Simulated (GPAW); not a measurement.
Input of a GPAW 26.7.0 run:

File run.py:

```python
from ase import Atoms
from ase.dft.bandgap import bandgap
from ase.io import write
from ase.units import GPa
from gpaw import GPAW, PW, setup_paths

setup_paths.insert(0, '.')

atoms = Atoms(['Hf', 'Mo', 'C', 'C'],
              cell=[[3.191423, 0.0, 0.0],
                    [0.0, 3.191423, 0.0],
                    [0.0, 0.0, 4.485164]],
              scaled_positions=[[0.0, 0.0, 0.0],
                                [0.5, 0.5, 0.5],
                                [0.5, 0.5, 0.0],
                                [0.0, 0.0, 0.5]],
              pbc=True)

calc = GPAW(mode=PW(800),
            xc='PBEsol',
            kpts={'size': (8, 8, 6), 'gamma': True},
            occupations={'name': 'fermi-dirac', 'width': 0.05},
            nbands=33,
            convergence={'density': 1e-05, 'energy': 1e-05},
            maxiter=150,
            txt='gpaw.txt')
atoms.calc = calc
energy = atoms.get_potential_energy()
forces = atoms.get_forces()
stress = atoms.get_stress()
calc.write('gs.gpw')
write('result.traj', atoms)
print(f'Energy: {energy:.6f} eV')
print('Forces (eV/A):')
print(forces.round(4))
print('Stress (GPa):', (stress / GPa).round(3))
print('Fermi level:', round(calc.get_fermi_level(), 4), 'eV')
print(f'Gap: {bandgap(calc)[0]:.4f} eV, direct: {bandgap(calc, direct=True)[0]:.4f} eV')

path = atoms.cell.bandpath('GXMGZRAZ,XR,MA', npoints=80, eps=1e-4)
bs_calc = calc.fixed_density(kpts=path, symmetry='off', nbands=47,
                             convergence={'bands': 'CBM+6.0', 'eigenstates': 1e-6}, txt='bands.txt')
bs = bs_calc.band_structure()
bs.write('bs.json')
print(f'Gap on the path: {bandgap(bs_calc)[0]:.4f} eV')
```

Potentials or basis: PAW data sets generated in the run's folder for this functional, pw.

Run with:

```sh
$ gpaw-setup -f PBEsol C Hf Mo
$ OMP_NUM_THREADS=1 python run.py
```

Problem. Predict the band gap along the path.

Solution. None (metal or under the smearing width).

Problem. Predict the pressure.

Solution. -8.0 GPa.

Levels at the corners of the path, in eV from the Fermi level:
```tsv
point	band 14	band 15	band 16	band 17	band 18	band 19	band 20	band 21
Γ	-1.35	-1.19	-1.19	-0.40	-0.40	0.13	0.16	0.16
X	-4.24	-3.80	-3.66	-0.41	0.95	2.23	3.14	3.25
M	-3.85	-1.24	-1.02	-1.02	-0.93	1.07	1.38	2.48
Γ	-1.35	-1.19	-1.19	-0.40	-0.40	0.13	0.16	0.16
Z	-2.17	-2.17	-1.72	-1.72	-1.43	-0.29	2.12	2.12
R	-5.11	-4.33	-4.24	1.00	1.07	1.76	4.50	5.32
A	-4.18	-4.18	-4.17	1.11	1.11	1.38	3.10	3.10
Z	-2.17	-2.17	-1.72	-1.72	-1.43	-0.29	2.12	2.12
X	-4.24	-3.80	-3.66	-0.41	0.95	2.23	3.14	3.25
R	-5.11	-4.33	-4.24	1.00	1.07	1.76	4.50	5.32
M	-3.85	-1.24	-1.02	-1.02	-0.93	1.07	1.38	2.48
A	-4.18	-4.18	-4.17	1.11	1.11	1.38	3.10	3.10
```

Caveat: spin-orbit coupling is left out, which moves the levels of the heavy elements.
